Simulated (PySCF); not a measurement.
# C3H9ISn: the cost of one run

Computed with PySCF 2.14.0 and routines of our own; the level stands in each step. Atoms count from 0.

### Step 1. The starting structure

14 atoms, charge 0, multiplicity 1; geometry from: GFN2-xTB.

### Step 2. Optimising the geometry at PBE0-D3(BJ)/def2-SVP

Job settings and geometry (Å):

```
{"job": {"xc": "PBE0", "basis": "def2-SVP", "d3": "d3bj", "grid": 1, "maxiter": 30, "shake": 0.01, "kind": "geom"}, "charge": 0, "multiplicity": 1}
C     -0.716420     1.950830    -0.329990
Sn     0.028440     0.029280     0.350050
C      2.040970    -0.416130    -0.384470
C     -1.352430    -1.620980     0.067780
I      0.288200     0.283170     3.012110
H     -0.874890     1.964850    -1.411370
H     -1.679910     2.181270     0.140400
H     -0.020710     2.767420    -0.079880
H      2.731570     0.401550    -0.096830
H      2.418570    -1.332230     0.088740
H      2.038020    -0.535670    -1.443610
H     -2.325560    -1.382520     0.550810
H     -1.578000    -1.780750    -0.995870
H     -1.005000    -2.525160     0.524380
```

Run with:

```console
OMP_NUM_THREADS=1 python heavy_run.py task.json out
```

This one command runs all jobs of the session in turn.

Q: Estimate the wall time and peak memory of this first job on 1 thread of Arm Neoverse V2, shared host.

About 83 s, with a peak of 0.56 GiB.
